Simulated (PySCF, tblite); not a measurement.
**C₅H₁₀B₂F₂: geometry, infrared bands and NMR shifts**

Aim: predict the infrared bands and NMR shifts of C₅H₁₀B₂F₂ (`BCB[C@@H]1C[C@@H]1C(F)F`).

Computed with tblite 0.8.0 and PySCF 2.14.0, with density-fitted response routines of our own, on a single molecule in the gas phase. Atoms count from 0, in the outputs and in this text.

## Step 1: The molecule as given

19 atoms, charge 0, multiplicity 1; geometry from: force field or distance geometry start.

Bonds of the start (Å): B0–C1 1.60, C1–B2 1.57, B2–C3 1.62, C3–C4 1.53, C4–C5 1.52, C5–C6 1.53, C6–F7 1.38, C6–F8 1.39, C5–C3 1.54, B0–H9 1.19, B0–H10 1.18, C1–H11 1.11, C1–H12 1.10, B2–H13 1.18, C3–H14 1.10, C4–H15 1.11, C4–H16 1.11, C5–H17 1.11, C6–H18 1.12.

## Step 2: Optimising the geometry with GFN2-xTB

Job settings and geometry (Å):

```
{"job": {"kind": "relax", "xc": "GFN2-xTB", "basis": "xTB"}, "charge": 0, "multiplicity": 1}
B      2.330800    -0.972700     1.419000
C      2.174600    -0.247900     0.001200
B      0.934600     0.719200     0.032300
C     -0.310400     0.471500    -0.968300
C     -1.529100     1.340800    -0.673900
C     -1.606800    -0.157200    -0.425300
C     -1.672100    -0.560400     1.052100
F     -2.992700    -0.671300     1.432400
F     -1.051900    -1.793200     1.220200
H      2.501500    -0.332700     2.401900
H      2.241500    -2.148000     1.494300
H      2.044100    -1.024600    -0.777000
H      3.093000     0.333500    -0.191100
H      0.907000     1.626500     0.788200
H     -0.123300     0.335000    -2.043200
H     -2.080200     1.664800    -1.579100
H     -1.490600     1.985100     0.231400
H     -2.193800    -0.735800    -1.168400
H     -1.186000     0.176600     1.734600
```

The run is started by

```bash
$ OMP_NUM_THREADS=1 python probes_run.py task.json out
```

The driver reads the jobs from task.json and runs them one after another.

**Question.** This job is followed by: GFN2-xTB harmonic vibrations, gas phase; GIAO PBE0/pcSseg-1 NMR shielding, non-relativistic, gas phase. Predict these results of the whole session: strongest single infrared mode (GFN2-xTB); zero-point energy (GFN2-xTB); 13C shifts against TMS (PBE0/pcSseg-1); 1H shifts against TMS (PBE0/pcSseg-1, means over atoms taken as alike); 11B shifts against BF3·OEt2 (PBE0/pcSseg-1); 19F shifts against CFCl3 (PBE0/pcSseg-1); surface potential, 1st and 99th percentile.

**Answer**, as computed:

```
                                                              quantity                                                     value
                             strongest single infrared mode (GFN2-xTB)                                     1078 cm⁻¹, 159 km/mol
                                          zero-point energy (GFN2-xTB)                                             89.2 kcal/mol
                                13C shifts against TMS (PBE0/pcSseg-1)                         125.9, 61.6, 31.9, 23.6, 17.8 ppm
1H shifts against TMS (PBE0/pcSseg-1, means over atoms taken as alike)  8.05, 7.10, 5.60, 3.93, 3.72, 1.99, 1.49, 1.47, 1.21 ppm
                           11B shifts against BF3·OEt2 (PBE0/pcSseg-1)                                            87.8, 82.8 ppm
                              19F shifts against CFCl3 (PBE0/pcSseg-1)                                        -120.1, -130.0 ppm
                                 surface potential, 1st and 99th percentile                                        -0.94 V and 1.23 V
```

Over 105 steps the energy fell by 0.443 eV; of the close pairs, B2–C3 changed most, 1.616 to 1.555 Å. All 51 modes are real, so the xTB geometry is a minimum. The strongest single mode, at 1078 cm⁻¹, is spread over many atoms; the largest shares are those of H12, C1. GFN2-xTB is a fitted tight-binding method: band positions and strengths are rough. Its intensities can rank the bands wrongly. At PBE0/pcSseg-1: The largest span, 208 ppm, is at F8, where the paramagnetic term is -185 ppm. By nearest atom (PBE0/pcSseg-1), the HOMO sits on C5 19 %; C1, C4 about 14 % each and the LUMO on B0, B2 about 28 % each; H9, H10 about 8 % each.
